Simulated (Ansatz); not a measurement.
# Sn3TeS2: the cost of one run

Method: DFT PBE, scalar-relativistic, plane waves, PAW, unless a step names another level, in Ansatz 0.2.0.

13 further runs of the same task are left out: 4 that didn't finish, 9 set aside as unsound or not needed.

## 1. Plan

Pauling electronegativities: Sn 1.96, Te 2.10, S 2.58 (spread 0.62). The formula balances with common oxidation states: Sn +2, S -2, Te -2, a formal count that means little at so small a spread. Tabulated atomic sizes suggest about 26 Å³/atom. 26 candidates were drawn, by swapping species into database cells of other compounds, at random by space group and Wyckoff sites, or by hand, as the table says:

```
name                                          made from  space group no.                   Wyckoff sites  atoms (primitive cell)  V (Å³/atom)
 c01                                             random               65          Sn 2b, 4i; Te 2a; S 4e                       6         26.8
 c02                                             random              139          Sn 4e, 2b; Te 2a; S 4d                       6         26.9
 c03                           database cell of ZrCo3B2              191              Sn 3g; Te 1a; S 2c                       6         27.1
 c04                                             random              160          Sn 9b; Te 3a; S 3a, 3a                       6         34.1
 c05                                             random              115          Sn 2f, 1c; Te 1a; S 2g                       6         30.4
 c06                                             random               99          Sn 2c, 1b; Te 1a; S 2c                       6         26.4
 c07                          database cell of Sm2GeRh3              166              Sn 9e; Te 3b; S 6c                       6         26.1
 c08  built by hand: rocksalt, anions layered along 001              139          Sn 4e, 2b; Te 2a; S 4e                       6         26.3
 c09                                             random               99      Sn 1a, 1a, 1b; Te 1b; S 2c                       6         32.0
 c10   built by hand: TlI-type slabs, SnTe/2SnS ordered               63  Sn 4c, 4c, 4c; Te 4c; S 4c, 4c                      12         26.3
 c11                                             random               65      Sn 4k, 2b; Te 2c; S 2a, 2d                       6         31.3
 c12                          database cell of Te3Mo2Se              156  Sn 1c, 1c, 1a; Te 1a; S 1a, 1c                       6         26.4
 c13                          database cell of Ti2AlGe3               38  Sn 2a, 2a, 2b; Te 2b; S 2a, 2b                       6         25.7
 c14                          database cell of Ti2CuSb3              115          Sn 2g, 1b; Te 1a; S 2g                       6         25.2
 c15      built by hand: rocksalt, anions MoPt2-ordered               71          Sn 2d, 4j; Te 2a; S 4i                       6         26.3
 c16                                             random              183          Sn 3c; Te 1a; S 1a, 1a                       6         28.9
 c17  built by hand: rocksalt, anions layered along 111              164          Sn 1b, 2d; Te 1a; S 2d                       6         26.4
 c18                          database cell of Tb2Al3Co              166              Sn 9d; Te 3a; S 6c                       6         28.6
 c19                                             random               47      Sn 1c, 1e, 1d; Te 1f; S 2t                       6         26.9
 c20                          database cell of Dy2Ga3Ni              156  Sn 1b, 1b, 1a; Te 1a; S 1c, 1c                       6         28.3
 c21                                             random              166              Sn 9d; Te 3b; S 6c                       6         28.0
 c22                                             random              191          Sn 2d, 1b; Te 1a; S 2c                       6         33.9
 c23                          database cell of Li3Tl2Cd              123          Sn 2g, 1b; Te 1c; S 2h                       6         26.4
 c24                                             random               99      Sn 2c, 1b; Te 1a; S 1a, 1b                       6         33.3
 c25                          database cell of Ce2Al3Sn               25  Sn 1c, 1c, 1d; Te 1d; S 1b, 1a                       6         29.5
 c26                                             random              123          Sn 2f, 1c; Te 1a; S 2e                       6         27.8
```

## 2. Screening run of c08

input.yaml reads:

```yaml
crystal:
  lattice:
    - [-2.105, 2.105, 8.9]
    - [2.105, -2.105, 8.9]
    - [2.105, 2.105, -8.9]
  atoms:
    - { symbol: Sn, position: [0.175, 0.175, 0.0] }
    - { symbol: Sn, position: [0.825, 0.825, 0.0] }
    - { symbol: Sn, position: [0.5, 0.5, 0.0] }
    - { symbol: Te, position: [0.0, 0.0, 0.0] }
    - { symbol: S, position: [0.335, 0.335, 0.0] }
    - { symbol: S, position: [0.665, 0.665, 0.0] }
basis:
  ecutwfc: 420
kpoints:
  mp_grid: { grid: [4, 4, 4] }
hamiltonian:
  xc: pbe
scf:
  occupations: { method: gaussian, width: 0.15 }
  lower_state_search: "off"
output:
  forces: true
  stress: true
  eigenvalues: true
relax:
  adjacent_minimum: "off"
  f_tol: 0.08
  max_steps: 16
  cell: { stress_tol: 0.8 }
```

Started as:

```bash
$ ansatz run input.yaml --threads 1 --pin off --max-ram 2560MiB --backend cpu --events-out ev --progress --plain --runs-dir out
```

Q: Estimate wall time and peak memory on 1 thread of Arm Neoverse V2, shared host.

About 27 s, with a peak of 0.43 GiB.
